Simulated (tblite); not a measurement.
# C5H15NSi2: the cost of one run

Programs: tblite 0.8.0 and PySCF 2.14.0, with density-fitted response routines of our own. Each step states its level of theory. These are calculated values for one molecule in the gas phase, unless marked as measured. Atoms count from 0, in the outputs and in this text.

### 1 The molecule as given

23 atoms, charge 0, multiplicity 1; geometry from: force field or distance geometry start.

Bonds of the start (Å): C0–N1 1.45, N1–Si2 1.78, Si2–Si3 2.24, N1–C4 1.41, C4–C5 1.52, C5–C6 1.51, C6–C7 1.52, C7–C4 1.49, C0–H8 1.10, C0–H9 1.13, C0–H10 1.10, Si2–H11 1.50, Si2–H12 1.49, Si3–H13 1.46, Si3–H14 1.47, Si3–H15 1.48, C4–H16 1.13, C5–H17 1.10, C5–H18 1.11, C6–H19 1.10, C6–H20 1.11, C7–H21 1.11, C7–H22 1.12.

### 2 Relaxing the molecule with GFN2-xTB

What the job is given:

```
{"job": {"kind": "relax", "xc": "GFN2-xTB", "basis": "xTB"}, "charge": 0, "multiplicity": 1}
C      0.833500     1.350000     0.654800
N      0.326300    -0.003500     0.548300
Si     1.524900    -1.161000    -0.084900
Si     3.520600    -0.189700    -0.391900
C     -0.914500     0.030500    -0.123000
C     -2.020900     0.860400     0.514300
C     -2.971500    -0.150000    -0.081600
C     -1.823000    -1.140400     0.023600
H      1.211200     1.752600    -0.300300
H     -0.082400     1.973200     0.888300
H      1.502500     1.500400     1.510700
H      1.043300    -1.821100    -1.337000
H      1.742500    -2.293500     0.855900
H      4.158600    -0.056500     0.916200
H      3.245000     1.133300    -0.970500
H      4.285300    -1.059800    -1.305300
H     -0.802100     0.428400    -1.177200
H     -2.129800     1.888500     0.136200
H     -1.980300     0.732800     1.618200
H     -3.235700     0.146000    -1.108800
H     -3.868800    -0.368300     0.536000
H     -1.773500    -1.892600    -0.791300
H     -1.796200    -1.632500     1.025400
```

Run with:

```sh
> OMP_NUM_THREADS=1 python probes_run.py task.json out
```

The driver reads the jobs from task.json and runs them one after another.

Q: Estimate the wall time and peak memory of this first job on 1 thread of AMD EPYC, shared host.

About 4.3 s, with a peak of 0.18 GiB.
